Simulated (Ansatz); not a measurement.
# BF3O2S: the cost of one run

Computed with Ansatz 0.2.0. Level: RKS PBE-D4/def2-SVPD.

## (1) Where the work starts

7 atoms, charge 0, spin multiplicity 1.

Atoms are counted from 1 here; the program's logs count them from 0.

Bond lengths: F1–B2 1.328 Å, B2–F3 1.328 Å, B2–F4 1.337 Å, O5–S6 1.494 Å, S6–O7 1.483 Å. Angles: F1–B2–F3 120.5°, F1–B2–F4 119.5°, F3–B2–F4 119.5°, O5–S6–O7 117.1°.

As a file:

```xyz
7

F     1.20842    0.64655   -1.67435
B     0.14879   -0.13439   -1.49523
F     0.26160   -1.45525   -1.58140
F    -1.06411    0.41705   -1.37964
O     0.46480   -0.16637    0.97271
S    -0.62566    0.36279    1.84653
O    -0.39382    0.32952    3.31138
```

This geometry comes from a loose relaxation at PBE in a small basis, which is not shown.

## (5) Setting up the map

First coordinate, distance B2···O5: 9 values from 2.088 to 4.088 Å. Second coordinate, turn of O5, S6, O7 about B2: 9 values from −60 to 60 °.

Nothing else is relaxed (both partners rigid). Energies count from the two partners far apart, frozen as in the relaxed pair, each in its own basis (no counterpoise correction). Points are written as (first, second).

(The set-up runs are not shown.)

## (6) The run at (2.594 Å, 0°)

Contents of input.yaml:

```yaml
crystal:
  periodic: [false, false, false]
  atoms:
    - { symbol: F, position_ang: [1.207981, 0.646629, -1.675003] }
    - { symbol: B, position_ang: [0.148898, -0.134569, -1.493167] }
    - { symbol: F, position_ang: [0.261816, -1.455396, -1.580519] }
    - { symbol: F, position_ang: [-1.064027, 0.416667, -1.376076] }
    - { symbol: O, position_ang: [0.479108, -0.167914, 1.079513] }
    - { symbol: S, position_ang: [-0.611231, 0.365106, 1.951608] }
    - { symbol: O, position_ang: [-0.381107, 0.325194, 3.416477] }
basis:
  gaussian: { orbitals: def2-SVPD }
hamiltonian:
  xc: pbe
  dispersion: d4
output:
  forces: true
```

Run with:

```
$ ansatz run input.yaml --threads 1 --pin off --max-ram 2560MiB --backend cpu --events-out ev --progress --plain --runs-dir out
```

Q: Estimate wall time and peak memory on 1 thread of Arm Neoverse V1, shared host.

About 6.2 s, with a peak of 0.2 GiB.
